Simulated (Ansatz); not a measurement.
# Sr3Al2O: the cost of one run

Computed with Ansatz 0.2.0 (DFT PBE, scalar-relativistic, plane waves, PAW, unless a step's input says otherwise).

1 further run of the same task is left out (it didn't finish). Runs told in other sessions of the task aren't counted.

### 1 The structure to begin with

It takes space group R-3m (No. 166, trigonal). The conventional cell has a = 5.781 Å, b = 5.781 Å, c = 13.958 Å, α = 90.00°, β = 90.00°, γ = 120.00°. Around Sr (site symmetry 2/m) lie 2 O at 2.86 Å and 4 Sr at 2.89 Å. Al (site symmetry 3m) has 9 Sr at 3.37 Å and 3 O at 3.39 Å and 4 Al at 3.45 to 3.55 Å in its first shell of neighbours. O (site symmetry -3m) is surrounded by 6 Sr at 2.86 Å and 6 Al at 3.39 Å.

Structure file:

```
CELL_PARAMETERS angstrom
2.89070 1.66895 4.65277
-2.89070 1.66895 4.65277
0.00000 -3.33790 4.65277
ATOMIC_POSITIONS crystal
Sr 0.00000 0.50000 0.50000
Sr 0.50000 0.50000 0.00000
Sr 0.50000 0.00000 0.50000
Al 0.12356 0.12356 0.12356
Al 0.87644 0.87644 0.87644
O 0.50000 0.50000 0.50000
```

The cell is invented: species swapped into a database cell of Eu2Al3Ag (R-3m, No. 166), with Al on the Eu sites, Sr on the Al sites and O on the Ag sites. Lengths come from tabulated atomic sizes and are only a guess.

### 2 Probe: one point on a coarse mesh

The input, input.yaml:

```yaml
crystal:
  lattice:
    - [2.89070388, 1.66894867, 4.6527663]
    - [-2.89070388, 1.66894867, 4.6527663]
    - [0.0, -3.33789733, 4.6527663]
  atoms:
    - { symbol: Sr, position: [0.0, 0.5, 0.5] }
    - { symbol: Sr, position: [0.5, 0.5, 0.0] }
    - { symbol: Sr, position: [0.5, 0.0, 0.5] }
    - { symbol: Al, position: [0.123557, 0.123557, 0.123557] }
    - { symbol: Al, position: [0.876443, 0.876443, 0.876443] }
    - { symbol: O, position: [0.5, 0.5, 0.5] }
basis:
  ecutwfc: 420
kpoints:
  mp_grid: { grid: [6, 6, 6] }
hamiltonian:
  xc: pbe
scf:
  occupations: { method: gaussian, width: 0.1 }
  lower_state_search: "off"
output:
  forces: true
  stress: true
  eigenvalues: true
```

Started as:

```console
> ansatz run input.yaml --threads 1 --pin off --max-ram 2560MiB --backend cpu --events-out ev --progress --plain --runs-dir out
```

What time and memory should one allow on 1 thread of Intel Xeon at 2.50GHz (Skylake/Cascade Lake), shared host?

About 14 s, with a peak of 0.43 GiB.
